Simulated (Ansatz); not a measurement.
LiBe:

```
CELL_PARAMETERS angstrom
2.81115 0.00000 0.00000
0.00000 2.81115 0.00000
0.00000 0.00000 2.81115
ATOMIC_POSITIONS crystal
Be 0.50000 0.50000 0.50000
Li 0.00000 0.00000 0.00000
```

The cell comes from a database or a generator and needn't be the stable form of this composition.

Base run:

| Quantity | Value |
| --- | --- |
| Program | Ansatz 0.2.0 |
| Functional | RPBE |
| Potentials or basis | all-electron LAPW, scalar-relativistic |
| Cutoff | 117 eV |
| Density cutoff | 467 eV |
| Basis error allowed | 0.001 eV/atom |
| k mesh | 9 × 9 × 9 |
| Occupations | gaussian, width 0.02 eV |
| Spin | no spin polarisation |

Its results: band gap on the k mesh none (metal or under the smearing width); pressure 2.2 GPa.

Q: The run is repeated on the same cell with these changes: functional from RPBE to LDA. What comes out?

A: Band gap on the k mesh none (metal or under the smearing width); pressure -2.6 GPa.

LDA binds more tightly than RPBE, so the same cell stands under less pressure.

Not every run made on this cell is shown here.
